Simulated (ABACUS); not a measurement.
# HPbNO4 (P1) in ABACUS: notebook

The runs below take HPbNO4 through single point, with LDA, PBE.

Program: ABACUS 3.10.1. These are calculated values, not measurements. Logs are shortened: lines on timing, memory, paths and dates and some standing lists are left out, and cuts for length are marked.

## 1. The crystal as given

The typed cell holds 7 atoms: a = 4.275 Å, b = 5.609 Å, c = 5.670 Å, α = 100.02°, β = 111.92°, γ = 111.82°.

The cell was built by a generator and needn't be a form met in nature.

## 2. Single point, LDA

File INPUT:

```
INPUT_PARAMETERS
suffix              HPbNO4
calculation         scf
basis_type          pw
pseudo_dir          ./
symmetry            1
dft_functional      pz
ecutwfc             92
pseudo_rcut         7
nspin               1
nbands              38
ks_solver           dav
smearing_method     fd
smearing_sigma      0.00367493
scf_thr             1e-08
scf_nmax            100
mixing_type         broyden
mixing_beta         0.7
cal_force           1
cal_stress          1
out_chg             1
kpar                4
```

File STRU:

```
ATOMIC_SPECIES
H 1.0080 H.upf
Pb 207.2000 Pb.upf
N 14.0070 N.upf
O 15.9990 O.upf

LATTICE_CONSTANT
1.8897261246

LATTICE_VECTORS
4.2753100000 -0.0004000000 0.0063600000
-2.0839900000 5.2077500000 -0.0490700000
-2.1237700000 -1.8657400000 4.9149100000

ATOMIC_POSITIONS
Direct

H
0.0
1
0.9907300000 0.0333000000 0.9099400000 1 1 1

Pb
0.0
1
0.5027400000 0.8198900000 0.1428700000 1 1 1

N
0.0
1
0.0083800000 0.4740800000 0.5026500000 1 1 1

O
0.0
4
0.9981600000 0.9274100000 0.0287700000 1 1 1
0.1946700000 0.7343500000 0.6085200000 1 1 1
0.8167300000 0.3588200000 0.2455600000 1 1 1
0.0138100000 0.3312100000 0.6521700000 1 1 1
```

File KPT:

```
K_POINTS
0
Gamma
5 4 4 0 0 0
```

Potentials or basis: PseudoDojo NC SR 0.4.1 LDA stringent, plane waves.

Command:

```console
OMP_NUM_THREADS=1 mpirun -np 4 abacus > log
```

running log:

```text
ABACUS v3.10.1

               Atomic-orbital Based Ab-initio Computation at UStc

 ------------------------------------------------------------------------------------

 READING GENERAL INFORMATION
                           global_out_dir = OUT.HPbNO4/
                           global_in_card = INPUT
                               pseudo_dir = ./
                              orbital_dir =
                                    DSIZE = 4
                                    GSIZE = 1

 READING UNITCELL INFORMATION
                                    ntype = 4
                  lattice constant (Bohr) = 1.88973
              lattice constant (Angstrom) = 1

 READING ATOM TYPE 1
                               atom label = H
                      L=0, number of zeta = 1
                      L=1, number of zeta = 1
                      L=2, number of zeta = 1
             number of atom for this type = 1

 READING ATOM TYPE 2
                               atom label = Pb
                      L=0, number of zeta = 1
                      L=1, number of zeta = 1
                      L=2, number of zeta = 1
             number of atom for this type = 1

 READING ATOM TYPE 3
                               atom label = N
                      L=0, number of zeta = 1
                      L=1, number of zeta = 1
                      L=2, number of zeta = 1
             number of atom for this type = 1

 READING ATOM TYPE 4
                               atom label = O
                      L=0, number of zeta = 1
                      L=1, number of zeta = 1
                      L=2, number of zeta = 1
             number of atom for this type = 4

                        TOTAL ATOM NUMBER = 7
DIRECT COORDINATES
    atom                   x                   y                   z     mag                  vx                  vy                  vz
taud_H1            0.9907300000        0.0333000000        0.9099400000  0.0000        0.0000000000        0.0000000000        0.0000000000
taud_Pb1            0.5027400000        0.8198900000        0.1428700000  0.0000        0.0000000000        0.0000000000        0.0000000000
taud_N1            0.0083800000        0.4740800000        0.5026500000  0.0000        0.0000000000        0.0000000000        0.0000000000
taud_O1            0.9981600000        0.9274100000        0.0287700000  0.0000        0.0000000000        0.0000000000        0.0000000000
taud_O2            0.1946700000        0.7343500000        0.6085200000  0.0000        0.0000000000        0.0000000000        0.0000000000
taud_O3            0.8167300000        0.3588200000        0.2455600000  0.0000        0.0000000000        0.0000000000        0.0000000000
taud_O4            0.0138100000        0.3312100000        0.6521700000  0.0000        0.0000000000        0.0000000000        0.0000000000

                          Volume (Bohr^3) = 736.437
                             Volume (A^3) = 109.129

 Lattice vectors: (Cartesian coordinate: in unit of a_0)
             +4.27531             -0.0004            +0.00636
             -2.08399            +5.20775            -0.04907
             -2.12377            -1.86574            +4.91491
 Reciprocal vectors: (Cartesian coordinate: in unit of 2 pi/a_0)
            +0.233706          +0.0948131           +0.136978
         -9.07198e-05           +0.192674          +0.0731014
         -0.000303327         +0.00180095           +0.204015
 The esolver type has been set to : ksdft_pw

                PAO radial cut off (Bohr) = 7

 Read in pseudopotential file is H.upf
                     pseudopotential type = NC
          exchange-correlation functional = SLAPWNOGXNOGC
                 nonlocal core correction = 0
                        valence electrons = 1
                                     lmax = 1
                           number of zeta = 1
                     number of projectors = 3
                           L of projector = 0
                           L of projector = 0
                           L of projector = 1
 XC functional updated to : pz
          exchange-correlation functional = PZ
                PAO radial cut off (Bohr) = 7

 Read in pseudopotential file is Pb.upf
                     pseudopotential type = NC
          exchange-correlation functional = SLAPWNOGXNOGC
                 nonlocal core correction = 1
                        valence electrons = 22
                                     lmax = 2
                           number of zeta = 5
                     number of projectors = 6
                           L of projector = 0
                           L of projector = 0
                           L of projector = 1
                           L of projector = 1
                           L of projector = 2
                           L of projector = 2
[... 122 lines left out ...]
                                   nkstot = 80
                       right hand lattice = 1
(for reciprocal lattice: )
                             BRAVAIS TYPE = 14
                     BRAVAIS LATTICE NAME = 14. Triclinic cell
                                    ibrav = 14
                       right hand lattice = 1
(for k-lattice: )
                             BRAVAIS TYPE = 14
                     BRAVAIS LATTICE NAME = 14. Triclinic cell
                                    ibrav = 14
                       right hand lattice = 1
                        ROTATION MATRICES = 2
                               nkstot_ibz = 42
K-POINTS REDUCTION ACCORDING TO SYMMETRY
     IBZ    DIRECT_X    DIRECT_Y    DIRECT_Z  WEIGHT  ibz2bz
       1  0.00000000  0.00000000  0.00000000  0.0125       0
       2  0.20000000  0.00000000  0.00000000  0.0250       1
       3  0.40000000  0.00000000  0.00000000  0.0250       2
       4  0.00000000  0.25000000  0.00000000  0.0250       5
       5  0.20000000  0.25000000  0.00000000  0.0250       6
       6  0.40000000  0.25000000  0.00000000  0.0250       7
[... 22 lines left out ...]
      29  0.40000000 -0.25000000  0.25000000  0.0250      37
      30  0.40000000  0.25000000 -0.25000000  0.0250      38
[... 12 further k points ...]

                               nkstot now = 42
[... K-POINTS DIRECT COORDINATES: 42 rows ...]

           k-point number in this process = 11
       minimum distributed K point number = 10
[... stars of the k points ...]

[... K-POINTS CARTESIAN COORDINATES: 11 rows ...]

[... K-POINTS DIRECT COORDINATES: 11 rows ...]

 SETUP PLANE WAVES FOR WAVE FUNCTIONS
     energy cutoff for wavefunc (unit:Ry) = 92
              fft grid for wave functions = [ 50, 72, 72 ]
                    number of plane waves = 13273
                         number of sticks = 665

 PARALLEL PW FOR WAVE FUNCTIONS
     PROC   COLUMNS(POT)             PW
        1            665          13273
 --------------- sum -------------------
        1            665          13273

 SETUP NONLOCAL PSEUDOPOTENTIALS IN PLANE WAVE BASIS
 H non-local projectors:
 projector 1 L=0
 projector 2 L=0
 projector 3 L=1
 Pb non-local projectors:
 projector 1 L=0
 projector 2 L=0
 projector 3 L=1
 projector 4 L=1
 projector 5 L=2
 projector 6 L=2
 N non-local projectors:
 projector 1 L=0
 projector 2 L=0
 projector 3 L=1
 projector 4 L=1
 O non-local projectors:
 projector 1 L=0
 projector 2 L=0
 projector 3 L=1
 projector 4 L=1
 projector 5 L=2
      TOTAL NUMBER OF NONLOCAL PROJECTORS = 83

 Init Non-Local PseudoPotential table :
 Init Non-Local-Pseudopotential done.

                                     npwx = 10996

 Make real space PAO into reciprocal space.
       max mesh points in Pseudopotential = 701
     dq(describe PAO in reciprocal space) = 0.01
                                    max q = 1155

 number of pseudo atomic orbitals for H is 1
WARNING: norm of atomic wavefunction # 1 of atomic type H is 0.999692, renormalized

 number of pseudo atomic orbitals for Pb is 5
WARNING: norm of atomic wavefunction # 4 of atomic type Pb is 0.999898, renormalized
WARNING: norm of atomic wavefunction # 5 of atomic type Pb is 0.991377, renormalized
[... 5 lines left out ...]
 number of pseudo atomic orbitals for O is 2
WARNING: norm of atomic wavefunction # 2 of atomic type O is 0.99998, renormalized

 -------------------------------------------
 SELF-CONSISTENT
 -------------------------------------------
                                 init_chg = atomic

 PW ALGORITHM --------------- ION=   1  ELEC=   1--------------------------------

 Density error is 1.27058218437
                          Error Threshold = 0.01
----------------------------------------------------------
     Energy           Rydberg                 eV
----------------------------------------------------------
 E_KohnSham     -572.6442050465      -7791.2241153122
 E_Harris       -569.5548034674      -7749.1906504269
 E_Fermi        0.2246309063         3.0562602719
----------------------------------------------------------
[... 99 lines left out ...]
 Density error is 8.28805480477e-09
                          Error Threshold = 2.12122065756e-10
----------------------------------------------------------
     Energy           Rydberg                 eV
----------------------------------------------------------
 E_KohnSham     -573.1704111344      -7798.3835164303
 E_KS(sigma->0) -573.1704111344      -7798.3835164303
 E_Harris       -573.1700059740      -7798.3780039411
 E_band         -76.4121185586       -1039.6402086487
 E_one_elec     -403.2406444656      -5486.3704299249
 E_Hartree      208.9538378630       2842.9628139051
 E_xc           -106.5890587846      -1450.2185439276
 E_Ewald        -272.2945457471      -3704.7573564828
 E_entropy(-TS) -0.0000000000        -0.0000000000
 E_descf        0.0000000000         0.0000000000
 E_exx          0.0000000000         0.0000000000
 E_Fermi        0.3219489629         4.3803403602
----------------------------------------------------------

 charge density convergence is achieved
 final etot is -7798.3835164 eV
 EFERMI = 4.3803403602 eV

 STATE ENERGY(eV) AND OCCUPATIONS    NSPIN == 1
 1/11 kpoint (Cartesian) = 0.0000 0.0000 0.0000 (10957 pws)
       1       -135.377      0.0250000
       2       -76.9672      0.0250000
       3       -76.9359      0.0250000
       4       -76.8499      0.0250000
       5       -23.0268      0.0250000
       6       -17.5481      0.0250000
[... 230 lines left out ...]
      37        15.5548        0.00000
      38        15.6986        0.00000

[... levels at 5 further k points ...]

------------------------------------------------------------------------------------------
 TOTAL-FORCE (eV/Angstrom)
------------------------------------------------------------------------------------------
                        H1         0.0007547078         0.1425437156        -0.1106819192
                       Pb1         0.0050693074         0.3583655092        -0.2766963146
                        N1        -0.0029021429        -0.0425304284         0.0231688814
                        O1        -0.0019839308        -0.3229705125         0.2317800539
                        O2        -0.0161932601        -0.6188850184        -0.1174010226
                        O3         0.0165837121        -0.0809538109         0.6205505809
                        O4        -0.0013283934         0.5644305453        -0.3707202597
------------------------------------------------------------------------------------------

----------------------------------------------------------------
 TOTAL-STRESS (KBAR)
----------------------------------------------------------------
       -43.0063857714        -0.2117612441        -0.5139762472
        -0.2117612441       -52.6112138591        -2.4897554222
        -0.5139762472        -2.4897554222       -54.3049032105
----------------------------------------------------------------
 TOTAL-PRESSURE: -49.974168 KBAR

 --------------------------------------------
 !FINAL_ETOT_IS -7798.3835164302608973 eV
 --------------------------------------------
```

Run time: 2 min. Hardware: 4 MPI ranks of Intel Xeon Platinum 8488C (Sapphire Rapids), shared host; peak memory 1.1 GiB.

What came out:

- Free energy: -7798.3835 eV
- Pressure: -5.0 GPa
- Largest force: 0.675 eV/Å
- Band gap on the k mesh: 2.88 eV, indirect (least direct gap 3.10 eV)

Forces on the atoms (eV/Å):
```
H    0.001  0.143 -0.111
Pb   0.005  0.358 -0.277
N   -0.003 -0.043  0.023
O   -0.002 -0.323  0.232
O   -0.016 -0.619 -0.117
O    0.017 -0.081  0.621
O   -0.001  0.564 -0.371
```

Caveat: spin-orbit coupling is left out, which as a rule narrows the gap of such compounds by several tenths of an eV; an odd mesh through Γ misses points on the zone boundary, where band edges often lie.

(Part 1 of 2 ends here.)
